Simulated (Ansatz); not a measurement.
# GaB2As3: the cost of one run

Computed with Ansatz 0.2.0 (DFT PBE, scalar-relativistic, plane waves, PAW, unless a step's input says otherwise).

2 further runs of the same task are left out: 1 that didn't finish, 1 set aside as unsound or not needed.

### 1 The structure to begin with

It takes space group P3m1 (No. 156, trigonal). Conventional cell: a = 3.679 Å, b = 3.679 Å, c = 9.011 Å, α = 90.00°, β = 90.00°, γ = 120.00°. Ga (site symmetry 3m) is surrounded by 4 As at 2.25 Å. B (site symmetry 3m) has 4 As at 2.25 Å as nearest neighbours. Around As (site symmetry 3m) lie 3 Ga at 2.25 Å and 1 B at 2.25 Å. As (site symmetry 3m) has 3 B at 2.25 Å and 1 Ga at 2.25 Å as nearest neighbours. Around As (site symmetry 3m) lie 4 B at 2.25 Å.

Coordinates:

```cif
data_structure
_symmetry_space_group_name_H-M 'P 1'
_symmetry_Int_Tables_number 1
_cell_length_a 3.6786
_cell_length_b 3.6786
_cell_length_c 9.0106
_cell_angle_alpha 90.000
_cell_angle_beta 90.000
_cell_angle_gamma 120.000
_cell_volume 105.60
loop_
_atom_site_label
_atom_site_type_symbol
_atom_site_fract_x
_atom_site_fract_y
_atom_site_fract_z
_atom_site_occupancy
Ga1 Ga 0.33333 0.66667 0.66667 1
B1 B 0.00000 0.00000 0.00000 1
B2 B 0.66667 0.33333 0.33333 1
As1 As 0.00000 0.00000 0.75000 1
As2 As 0.33333 0.66667 0.41667 1
As3 As 0.66667 0.33333 0.08333 1
```

The start is an ordering of an alloy on its end members' structure types: elements ordered on the sites of the GaAs type, B/Ga on Ga (P3m1, No. 156).

### 2 Probe: one point on a coarse mesh

Contents of input.yaml:

```yaml
crystal:
  lattice:
    - [3.67858076, 0.0, 0.0]
    - [-1.83929038, 3.18574439, 0.0]
    - [0.0, 0.0, 9.01064585]
  atoms:
    - { symbol: Ga, position: [0.33333333, 0.66666667, 0.66666667] }
    - { symbol: B, position: [0.0, 0.0, 0.0] }
    - { symbol: B, position: [0.66666667, 0.33333333, 0.33333333] }
    - { symbol: As, position: [0.0, 0.0, 0.75] }
    - { symbol: As, position: [0.33333333, 0.66666667, 0.41666667] }
    - { symbol: As, position: [0.66666667, 0.33333333, 0.08333333] }
basis:
  ecutwfc: 420
kpoints:
  mp_grid: { grid: [6, 6, 2] }
hamiltonian:
  xc: pbe
scf:
  occupations: { method: gaussian, width: 0.1 }
  lower_state_search: "off"
output:
  forces: true
  stress: true
  eigenvalues: true
```

Run with:

```sh
$ ansatz run input.yaml --threads 1 --pin off --max-ram 2560MiB --backend cpu --events-out ev --progress --plain --runs-dir out
```

**Question.** How long does this run take on 1 thread of Intel Xeon at 2.50GHz (Skylake/Cascade Lake), shared host, and how much memory does it need?

About 10 s, with a peak of 0.37 GiB.
